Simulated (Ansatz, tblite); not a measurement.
# Ge(GeH3)2H2 (Ge₃H₈): rung by rung

How do method and basis change the picture of Ge(GeH3)2H2 (Ge₃H₈) (singlet)?

Method: as each input shows; program: Ansatz 0.2.0, Gaussian basis.

Levels to be run: GFN1-xTB, GFN2-xTB, PBE-D4/def2-TZVP, r2SCAN-D4/def2-TZVP, BHLYP-D4/def2-TZVP, HSE06-D4/def2-TZVP, HF/def2-TZVP, ωB97X-V/def2-TZVP, BLYP-D4/def2-TZVP, ωB97M-V/def2-TZVP, LC-ωPBE/def2-TZVP, LC-ωPBE(0.10)/def2-TZVP, LC-ωPBE(0.15)/def2-TZVP, LC-ωPBE(0.20)/def2-TZVP, LC-ωPBE(0.30)/def2-TZVP, PBE-D4/def2-SVP, PBE0-D4/def2-SVP, HF/STO-3G, CCSD(T)/def2-SVP, MP2/def2-TZVP, RPA/def2-TZVP.

## 1. The structure

The geometry is that of the singlet, from an earlier relaxation (r2SCAN-D4/def2-SVP).

11 atoms, charge 0, spin multiplicity 1.

Bond lengths: Ge1–Ge2 2.417 Å, Ge1–Ge6 2.417 Å, Ge1–H10 1.540 Å, Ge1–H11 1.540 Å, Ge2–H3 1.538 Å, Ge2–H4 1.537 Å, Ge2–H5 1.537 Å, Ge6–H7 1.538 Å, Ge6–H8 1.537 Å, Ge6–H9 1.537 Å. Angles: Ge2–Ge1–Ge6 111.0°, Ge2–Ge1–H10 109.5°, Ge2–Ge1–H11 109.6°, Ge6–Ge1–H10 109.5°, Ge6–Ge1–H11 109.7°, H10–Ge1–H11 107.6°, Ge1–Ge2–H3 110.1°, Ge1–Ge2–H4 111.0°, Ge1–Ge2–H5 110.0°, H3–Ge2–H4 108.6°, H3–Ge2–H5 108.4°, H4–Ge2–H5 108.6°, Ge1–Ge6–H7 110.1°, Ge1–Ge6–H8 110.0°, Ge1–Ge6–H9 111.0°, H7–Ge6–H8 108.4°, H7–Ge6–H9 108.6°, H8–Ge6–H9 108.6°.

As a file:

```
Ge   -0.8146    0.0166   -0.5783
Ge   -0.8512   -0.0197    1.8383
H    -0.1943   -1.3091    2.3582
H    -2.2927    0.0452    2.3679
H    -0.0692    1.1810    2.3950
Ge    1.4550    0.0054   -1.4098
H     2.1763   -1.2769   -0.9631
H     2.2252    1.2136   -0.8531
H     1.4789    0.0730   -2.9451
H    -1.5401    1.2777   -1.0839
H    -1.5732   -1.2068   -1.1260
```

PBE0-D4/def2-TZVP was run before; its log isn't repeated, and its numbers join the tables.

## 2. GFN1-xTB

Tight binding, by tblite at 300 K electronic temperature and without a spin-polarisation term:

```python
tblite.interface.Calculator('GFN1-xTB', numbers, positions, charge=0, uhf=0).singlepoint()
```

Energy -253.4619 eV, HOMO -11.69 eV, LUMO -8.25 eV; 0.007 s.

## 3. GFN2-xTB

Tight binding, by tblite at 300 K electronic temperature and without a spin-polarisation term:

```python
tblite.interface.Calculator('GFN2-xTB', numbers, positions, charge=0, uhf=0).singlepoint()
```

Energy -267.9967 eV, HOMO -10.53 eV, LUMO -4.77 eV; 0.005 s.

## 4. PBE-D4/def2-TZVP

start.molden holds the orbitals of an earlier run on this state, given as this run's starting guess.

in.yaml

```yaml
crystal:
  periodic: [false, false, false]
  atoms:
    - {symbol: Ge, position_ang: [-0.814592, 0.016554, -0.578301]}
    - {symbol: Ge, position_ang: [-0.851226, -0.019729, 1.838278]}
    - {symbol: H, position_ang: [-0.194274, -1.309054, 2.358162]}
    - {symbol: H, position_ang: [-2.292734, 0.045209, 2.367861]}
    - {symbol: H, position_ang: [-0.069191, 1.181034, 2.394988]}
    - {symbol: Ge, position_ang: [1.454961, 0.005373, -1.409809]}
    - {symbol: H, position_ang: [2.176259, -1.276855, -0.963076]}
    - {symbol: H, position_ang: [2.225238, 1.213637, -0.853085]}
    - {symbol: H, position_ang: [1.478895, 0.073001, -2.945091]}
    - {symbol: H, position_ang: [-1.540148, 1.277673, -1.083933]}
    - {symbol: H, position_ang: [-1.573199, -1.206842, -1.125983]}
basis:
  gaussian: {orbitals: def2-TZVP, initial_orbitals: start.molden}
hamiltonian: {xc: pbe, dispersion: d4}
scf: {omitted_lower_state_checks: [starts]}
output: {orbitals: {seedname: orbitals}}
```

The run is started by

```sh
$ ansatz run in.yaml --threads 4 --pin off --events-out ev --progress --plain --max-ram 3916MiB
```

Further steps of the session: r2SCAN-D4/def2-TZVP; BHLYP-D4/def2-TZVP; HSE06-D4/def2-TZVP; HF/def2-TZVP; ωB97X-V/def2-TZVP; BLYP-D4/def2-TZVP; ωB97M-V/def2-TZVP; LC-ωPBE/def2-TZVP; LC-ωPBE(0.10)/def2-TZVP; LC-ωPBE(0.15)/def2-TZVP; LC-ωPBE(0.20)/def2-TZVP; LC-ωPBE(0.30)/def2-TZVP; PBE-D4/def2-SVP; PBE0-D4/def2-SVP; HF/STO-3G; CCSD(T)/def2-SVP; MP2/def2-TZVP; RPA/def2-TZVP.

Before running them: what should the planned runs give, taken together? Wanted: gap in def2-TZVP, named functionals and Hartree-Fock, smallest and largest; gap over the ω; correlation energy, CCSD(T)/def2-SVP; correlation energy, MP2/def2-TZVP; binding an atom, CCSD(T)/def2-SVP; PBE0 total energy, smallest basis above largest.

The runs gave:

| quantity | value |
| --- | --- |
| gap in def2-TZVP, named functionals and Hartree-Fock, smallest and largest | 5.86 eV (BLYP-D4), 13.25 eV (HF) |
| gap over the ω (1/bohr) | 8.72 eV at 0.1, 12.36 eV at 0.4 |
| correlation energy, CCSD(T)/def2-SVP | -20.78 eV |
| correlation energy, MP2/def2-TZVP | -20.99 eV |
| binding an atom, CCSD(T)/def2-SVP | 2.520 eV |
| PBE0 total energy, smallest basis above largest | 21.39 eV (def2-SVP, def2-TZVP) |

**Reading.** Orbital gaps of the named functionals and Hartree-Fock in def2-TZVP span 5.86 eV (BLYP-D4) to 13.25 eV (HF); exact exchange widens it. Raising the ω (1/bohr) from 0.1 to 0.4 moves the HOMO by -2.07 eV and the LUMO by +1.57 eV. A small miss in a minimal or small basis is a cancelling of errors, not accuracy. The functionals in def2-TZVP miss CCSD(T)/def2-SVP by +0.085 (BLYP-D4) to +0.181 eV (ωB97X-V) an atom. The yardstick is in a double-zeta basis, so levels in larger sets aren't compared like for like. The reference is CCSD(T) in one finite basis, so it carries an error of its own, often a tenth of an eV or more, and near misses can't be ranked.
